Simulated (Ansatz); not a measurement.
# C2H6Bi: the cost of one run

Computed with Ansatz 0.2.0 (the levels named in each step, unless a step's input says otherwise).

## (1) The structure to begin with

Bond lengths: C1–Bi2 2.280 Å, Bi2–C3 2.280 Å, C1–H4 1.083 Å, C1–H5 1.083 Å, C1–H6 1.081 Å, C3–H7 1.081 Å, C3–H8 1.083 Å, C3–H9 1.083 Å. Angles: C1–Bi2–C3 93.4°, Bi2–C1–H4 110.3°, Bi2–C1–H5 110.2°, Bi2–C1–H6 109.3°, H4–C1–H5 108.8°, H4–C1–H6 109.1°, H5–C1–H6 109.1°, Bi2–C3–H7 109.3°, Bi2–C3–H8 110.2°, Bi2–C3–H9 110.3°, H7–C3–H8 109.1°, H7–C3–H9 109.1°, H8–C3–H9 108.8°.

Structure file:

```xyz
9

C     1.5983   -0.7632    1.2115
Bi    0.0086    0.1005   -0.1764
C    -1.7140   -0.5834    1.1518
H     2.0930   -1.6027    0.7396
H     2.3388   -0.0096    1.4479
H     1.1300   -1.0978    2.1260
H    -1.3289   -1.2175    1.9374
H    -2.4376   -1.1401    0.5698
H    -2.2074    0.2714    1.5969
```

## (2) A rough first relaxation, PBE-D4/def2-SVP

This run stands in another session on the same molecule. It ended at:

```xyz
9

C     1.5884   -0.5893    1.3134
Bi    0.0103    0.1194   -0.2096
C    -1.7044   -0.7601    1.0549
H     1.5463   -1.6936    1.3906
H     2.5953   -0.2742    0.9790
H     1.3636   -0.1422    2.3016
H    -1.5346   -1.8466    1.1885
H    -2.6697   -0.5915    0.5404
H    -1.7145   -0.2643    2.0454
```

## (3) Relaxation, PBE0-D4/def2-TZVPP

This run stands in another session on the same molecule. It ended at:

```xyz
9

C     1.5601   -0.5866    1.3121
Bi    0.0086    0.1000   -0.1756
C    -1.6760   -0.7616    1.0540
H     1.5132   -1.6715    1.4023
H     2.5507   -0.2888    0.9724
H     1.3518   -0.1331    2.2806
H    -1.5208   -1.8337    1.1710
H    -2.6254   -0.5803    0.5528
H    -1.6815   -0.2870    2.0347
```

## (4) Frequencies, PBE0-D4/def2-TZVPP

The input, input.yaml:

```yaml
crystal:
  periodic: [false, false, false]
  atoms:
    - { symbol: C, position_ang: [1.56012361, -0.5866266, 1.31209215] }
    - { symbol: Bi, position_ang: [0.00859639, 0.10003668, -0.1755633] }
    - { symbol: C, position_ang: [-1.67598113, -0.76156481, 1.05395016] }
    - { symbol: H, position_ang: [1.51319177, -1.67145785, 1.4022744] }
    - { symbol: H, position_ang: [2.55074897, -0.28880624, 0.97236307] }
    - { symbol: H, position_ang: [1.35179444, -0.13312431, 2.28064631] }
    - { symbol: H, position_ang: [-1.52081014, -1.83365722, 1.17100689] }
    - { symbol: H, position_ang: [-2.62543306, -0.58026241, 0.55282955] }
    - { symbol: H, position_ang: [-1.68149085, -0.28697724, 2.03473078] }
magnetization:
  spin_polarized: true
  initial_magnetization: 1
basis:
  gaussian: { orbitals: def2-TZVPP }
hamiltonian:
  xc: pbe0
  dispersion: d4
phonons: {}
```

The run is started by

```sh
> ansatz run input.yaml --threads 4 --pin off --max-ram 10240MiB --backend cpu --events-out ev --progress --plain --runs-dir out
```

**Question.** How long does this run take on 4 threads of AMD EPYC (Zen 3), shared host, and how much memory does it need?

About 4.6 min, with a peak of 0.51 GiB.
